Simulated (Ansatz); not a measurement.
Input of an Ansatz 0.2.0 run:

The input input.yaml:

```yaml
crystal:
  lattice:
    - [4.29494, 0.0, 0.0]
    - [0.0, 4.29494, 0.0]
    - [0.0, 0.0, 4.29494]
  atoms:
    - { symbol: Cs, position: [0.0, 0.0, 0.0] }
    - { symbol: As, position: [0.5, 0.5, 0.5] }
hamiltonian:
  xc: lda
  pseudopotentials: { kind: paw }
kpoints:
  mp_grid: { grid: [6, 6, 6] }
scf:
  occupations: { method: fermi_dirac, width: 0.05 }
output:
  forces: true
  stress: true
  eigenvalues: true
relax:
  f_tol: 0.01
  max_steps: 40
  cell: { stress_tol: 0.05, p_target: 10.0 }
```

Potentials or basis: Ansatz PAW.

Launch:

```bash
$ ansatz run input.yaml --threads 2 --pin off --max-ram 5632MiB --backend cpu --events-out ev --progress --plain --runs-dir out
```

(1) Predict the space group after relaxing (to 0.05 Å).

(2) Predict the band gap on the k mesh.

(3) Estimate the relaxed volume.

## Answers

(1) Pm-3m (No. 221).

(2) none (metal or under the smearing width).

(3) 26.17 Å³/atom.

Caveat: the volume moved by over 15 % at a fixed basis, so the end points are rough; the PAW data sets come from PBE, with cores solved anew for the run's functional, which leaves a small shift of forces and pressure.
